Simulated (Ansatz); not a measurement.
# C₂H₆Si + H₂: a complex and its separated parts

Aim: how far the complex at one end of a reaction step lies below its separated, relaxed parts, level by level.

The runs use Ansatz 0.2.0, Gaussian basis; PBE0-D4/def2-TZVP structures, single points in def2-TZVPP, no counterpoise correction.

Levels: SPW92, PBE-D4, BLYP-D4, r2SCAN-D4, B97M-V, PBE0-D4, B3LYP-D4, r2SCAN0-D4, BHLYP-D4, CAM-B3LYP-D4, wB97X-V, wB97M-V, B2PLYP, PBE-QIDH, RPA on PBE, Hartree-Fock, MP2, CCSD, CCSD(T).

Correlated methods freeze the cores. B3LYP uses VWN-RPA correlation. B2PLYP carries no dispersion term here.

56 further runs of the same task are left out: 56 set aside as unsound or not needed.

## 1. The system as given

The complex: 11 atoms, charge 0, spin multiplicity 1.

Atoms are counted from 1 here; the program's logs count them from 0.

Bond lengths: Si1–C2 1.910 Å, Si1–C3 1.910 Å, C2–H6 1.099 Å, C2–H7 1.092 Å, C2–H8 1.092 Å, C3–H9 1.092 Å, C3–H10 1.099 Å, C3–H11 1.092 Å, H4–H5 0.777 Å. Angles: C2–Si1–C3 100.3°, Si1–C2–H6 104.5°, Si1–C2–H7 112.4°, Si1–C2–H8 116.5°, H6–C2–H7 106.1°, H6–C2–H8 107.0°, H7–C2–H8 109.5°, Si1–C3–H9 116.5°, Si1–C3–H10 104.5°, Si1–C3–H11 112.4°, H9–C3–H10 107.0°, H9–C3–H11 109.5°, H10–C3–H11 106.1°.

As a file:

```xyz
11

Si    0.1108    0.3689   -1.0068
C     1.2621    0.6865    0.4835
C    -0.7389   -1.2466   -0.4450
H    -1.3227    1.5862   -0.4522
H    -1.3354    1.2610    0.2528
H     2.1541    0.0796    0.2761
H     1.6041    1.7230    0.5310
H     0.8880    0.3804    1.4630
H    -0.9125   -1.3590    0.6276
H    -0.0418   -2.0419   -0.7428
H    -1.6679   -1.4379   -0.9871
```

Its parts: C₂H₆Si holds atoms 1, 2, 3, 6, 7, 8, 9, 10, 11; H₂ holds atoms 4, 5. Each part counts its atoms afresh in its own runs.

## 2. Relaxing C₂H₆Si alone

relax-a/in.yaml reads:

```yaml
crystal:
  periodic: [false, false, false]
  atoms:
    - {symbol: Si, position_ang: [0.110781, 0.368859, -1.006764]}
    - {symbol: C, position_ang: [1.262077, 0.686535, 0.483451]}
    - {symbol: C, position_ang: [-0.738885, -1.246558, -0.444987]}
    - {symbol: H, position_ang: [2.154132, 0.079565, 0.276101]}
    - {symbol: H, position_ang: [1.604118, 1.723019, 0.531028]}
    - {symbol: H, position_ang: [0.887994, 0.380383, 1.462994]}
    - {symbol: H, position_ang: [-0.912489, -1.359037, 0.627564]}
    - {symbol: H, position_ang: [-0.041838, -2.041903, -0.742836]}
    - {symbol: H, position_ang: [-1.667869, -1.437943, -0.987127]}
basis:
  gaussian: {orbitals: def2-TZVP}
hamiltonian: {xc: pbe0, dispersion: d4}
relax: {f_tol: 0.005, max_steps: 200}
```

Command:

```bash
> ansatz run in.yaml --threads 2 --pin off --events-out ev --progress --plain --max-ram 4352MiB
```

After this run come: Relaxing H₂ alone; SPW92/def2-TZVPP; PBE-D4/def2-TZVPP; BLYP-D4/def2-TZVPP; r2SCAN-D4/def2-TZVPP; B97M-V/def2-TZVPP; PBE0-D4/def2-TZVPP; B3LYP-D4/def2-TZVPP; r2SCAN0-D4/def2-TZVPP; BHLYP-D4/def2-TZVPP; CAM-B3LYP-D4/def2-TZVPP; wB97X-V/def2-TZVPP; wB97M-V/def2-TZVPP; B2PLYP/def2-TZVPP; PBE-QIDH/def2-TZVPP; RPA on PBE/def2-TZVPP; CCSD(T)/def2-TZVPP; Vibrations of C₂H₆Si; Vibrations of H₂.

Before running it: what results should come out? Wanted: complex less parts, CCSD(T)/def2-TZVPP; with zero-point energy; largest T1 diagnostic.

The runs gave:

```
                              quantity         value
complex less parts, CCSD(T)/def2-TZVPP   +5.1 kJ/mol
                with zero-point energy  +19.6 kJ/mol
                 largest T1 diagnostic         0.012
```

In words: At CCSD(T) the complex lies 5.1 kJ/mol above its parts. B2PLYP is the best functional here (-0.5 kJ/mol from CCSD(T)); SPW92 is the worst (-38.5 kJ/mol). Mean unsigned error by rung: LDA 38.5, GGA 11.7, meta-GGA 9.9, hybrid 9.5, range-separated hybrid 6.3, double hybrid 5.0 kJ/mol. PBE-D4 gives a relative energy 18.1 kJ/mol too low, an error of 355 % of the reference. No counterpoise was applied, and triple zeta lacks some correlation, so the CCSD(T) reference has a basis error of its own, and close matches with it are partly luck. The restricted Hartree–Fock reference is unstable towards an unrestricted one at one or more of these structures.
